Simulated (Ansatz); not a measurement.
# ClH3NOSi radical: how energies converge with the basis set

One table from this session's results is given with a row withheld; the runs are named, their logs left out.

Program: Ansatz 0.2.0, Gaussian basis. Level of theory: one geometry, several basis sets. These are calculated values, not measurements.

Levels to be run: PBE0-D4/def2-SVP; ωB97M-V/def2-SVP; PBE0-D4/def2-QZVPP; ωB97M-V/def2-QZVPP; the functionals' def2-TZVPP values are taken from earlier runs.

## Structure used throughout

An earlier PBE0-D4 in a triple-zeta def2 set relaxation fixed the geometry.

SMILES `N[Si](O)Cl`, 7 atoms, charge 0, spin multiplicity 2.

Atoms are counted from 1 here; the program's logs count them from 0.

Bond lengths: N1–Si2 1.702 Å, N1–H5 1.007 Å, N1–H6 1.008 Å, Si2–O3 1.644 Å, Si2–Cl4 2.075 Å, O3–H7 0.959 Å. Angles: Si2–N1–H5 120.6°, Si2–N1–H6 120.0°, H5–N1–H6 112.6°, N1–Si2–O3 104.8°, N1–Si2–Cl4 106.6°, O3–Si2–Cl4 113.4°, Si2–O3–H7 116.2°.

The first run:

Input file in.yaml:

```yaml
crystal:
  periodic: [false, false, false]
  atoms:
    - {symbol: N, position_ang: [-0.447466, 1.069777, 0.302650]}
    - {symbol: Si, position_ang: [0.431300, -0.174723, -0.456054]}
    - {symbol: O, position_ang: [0.600644, -1.333256, 0.697375]}
    - {symbol: Cl, position_ang: [-0.699560, -0.791500, -2.082633]}
    - {symbol: H, position_ang: [-0.895866, 1.786742, -0.243488]}
    - {symbol: H, position_ang: [-0.176115, 1.392687, 1.217838]}
    - {symbol: H, position_ang: [1.248363, -2.017726, 0.518612]}
basis:
  gaussian: {orbitals: def2-SVP}
magnetization: {spin_polarized: true, initial_magnetization: 1}
hamiltonian: {xc: pbe0, dispersion: d4}
output: {orbitals: {seedname: orbitals}}
```

On the command line:

```
ansatz run in.yaml --threads 4 --pin off --events-out ev --progress --plain --max-ram 10444MiB
```

Steps of the session up to this table: PBE0-D4 in def2-SVP; ωB97M-V in def2-SVP; PBE0-D4 in def2-QZVPP; ωB97M-V in def2-QZVPP.

One table of the session follows, with a row left open; its other results are not shown here.

It belongs to the step «Functionals by basis». 

```
functional       basis  HOMO (eV)  LUMO (eV)
   PBE0-D4    def2-SVP          ?          ?
   PBE0-D4  def2-TZVPP      -5.77      -2.02
   PBE0-D4  def2-QZVPP      -5.84      -2.13
   ωB97M-V    def2-SVP      -7.31      -0.22
   ωB97M-V  def2-TZVPP      -7.55      -0.47
   ωB97M-V  def2-QZVPP      -7.63      -0.64
```

**Question.** Estimate the row for PBE0-D4, def2-SVP.

**Answer.** HOMO (eV): -5.54; LUMO (eV): -1.87. In the column «HOMO (eV)» it is the highest.
